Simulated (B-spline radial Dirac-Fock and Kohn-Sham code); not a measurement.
# An X-ray data sheet for Zn¹⁰⁺, step by step

Wanted for the Zn¹⁰⁺ ion: its X-ray form factor and Compton profile, the binding energy of each subshell, its photoionisation cross sections, the widths and yields of its core holes and its two-hole states.

Method: a free atom or ion on a radial basis; each step names its model; computed with B-spline radial Dirac-Fock and Kohn-Sham code, version 2.

## Step 1: What is computed

Zn¹⁰⁺, [Ar] 3d2.

```
nuclear charge     : 30
electrons          : 20
mass number        : 64
nuclear rms radius : 3.9283 fm
```

Outer shells as boxes (Hund's rule, for the drawing alone; heavy ions are jj-coupled, and the calculation averages over the configuration):

```
[Ar] core
3d [↑ ][↑ ][  ][  ][  ]
```

## Step 2: X-ray scattering functions

Model: Dirac-Fock average of configuration, finite nucleus; form factor of the spherical density, Waller-Hartree incoherent function, impulse-approximation Compton profiles.

The run's settings:

```ini
task = scatter
Z = 30
charge = 10
configuration = 1s2 2s2 2p6 3s2 3p6 3d2
mass_number = 64
rms_radius = 3.9283  # fm
s = [0.0, 0.05, 0.1, 0.15, 0.2, 0.25, 0.3, 0.35, 0.4, 0.45, 0.5, 0.6, 0.7, 0.8, 0.9, 1.0, 1.1, 1.2, 1.4, 1.6, 1.8, 2.0, 2.5, 3.0, 3.5, 4.0, 5.0, 6.0]  # 1/A
pz = [0, 0.1, 0.14, 0.21, 0.3, 0.43, 0.63, 0.9, 1.3, 1.9, 2.7, 3.9, 5.6, 8.1, 12.0, 17.0, 24.0, 35.0, 51.0, 73.0, 110.0]  # a.u.
photon_energy = [1000, 5000, 8047.8, 30000, 50000, 100000, 200000, 1000000]  # eV
```

## Step 3: Hole states by ΔSCF

Model: Dirac-Fock average of configuration, Delta-SCF, finite nucleus, first-order Breit with its frequency dependence, self-energy and vacuum polarisation.

Settings, as recorded:

```ini
task = binding
```

## Step 4: Photoionisation

Model: independent-particle photoionisation: Dirac-Hartree-Slater potential of the initial state with a Latter tail for bound and continuum orbitals, all multipoles in the length form, thresholds from Dirac-Fock Delta-SCF.

The run's settings:

```ini
task = photo
photon_energy = [33.4, 80, 158.0, 294.0, 300, 400, 600, 750.0, 2984.4, 6000, 11900.0, 17479.3, 20700.0, 89800.0, 100000, 147000.0]  # eV
```

## Step 5: Decay of the holes

Model: independent-particle rates: relativistic LDA orbitals of the hole state, multipoles to L = 3 (length form), Coulomb Auger matrix elements with a Latter-tail continuum; energies from Dirac-Fock.

The run's settings:

```ini
task = decay
holes = ["K", "L1", "L2", "L3", "M1", "M2", "M3"]
```

## Step 6: Double vacancies and Auger multiplets

Model: Dirac-Fock average of configuration, Delta-SCF, finite nucleus, first-order Breit with its frequency dependence, self-energy and vacuum polarisation; two-hole levels by intermediate coupling within the shell, Auger rates as independent-particle Coulomb matrix elements.

Recorded inputs:

```ini
task = double
```

Before running it: what results should come out? Wanted: rms radius of the electron cloud; form factor halves at; Compton profile at zero; deepest level listed, K; least bound, M4,5; Kα1; K hole: width, yield; largest U, K K; Kα hypersatellite shift.

The runs gave:

| quantity | value |
| --- | --- |
| rms radius of the electron cloud | 0.495 bohr |
| form factor halves at | 0.73 1/Å |
| Compton profile at zero | 2.257 1/a.u. |
| deepest level listed, K (1s) | 9962.2 eV |
| least bound, M4,5 (3d) | 270.8 eV |
| Kα1 | 8633.6 eV |
| ionisation energy, NIST (semi-empirical) | 274.400 eV |
| total at 750.00 eV | 334 kb |
| strongest subshell at 750.00 eV | M3 (3p3/2), 154 kb, β = 1.64 |
| K hole: width, yield | 1.67 eV, 0.477 |
| its lifetime | 0.395 fs |
| its strongest line | Kα1 (K-L3), 8633.6 eV |
| largest U, K K | 455.6 eV |
| Kα hypersatellite shift | +321.7 eV |
| strongest line of K-L123 | L2L3, J = 2, 7178.8 eV |

In words: The form factor starts at the 20 electrons and halves by s = 0.73 1/Å. Incoherent scattering outweighs coherent from 100 keV on, among the energies asked. The K (1s) level lies 33.7 eV under Koopmans' value by relaxation alone; Breit gives -12.44 and QED -5.84 eV. NIST's ionisation energy differs by +3.61 eV from the least binding energy; the calculation averages open shells over their j components and terms. M3 (3p3/2) leads at 750.00 eV with 46 % of the total, and the K shell holds 89 % at 147000 eV. With a yield of 0.48, electron emission is the main way out for the K hole, in 0.39 fs. Two holes repel most in K K, by 455.6 eV, and least in M2 M3, by 34.61 eV. An empty K shell moves Kα up by 322 eV. In the K-L123 Auger group the L2L3 J = 2 line carries 52 % of the rate. The Hartree-Fock and Dirac-Fock values hold no electron correlation.
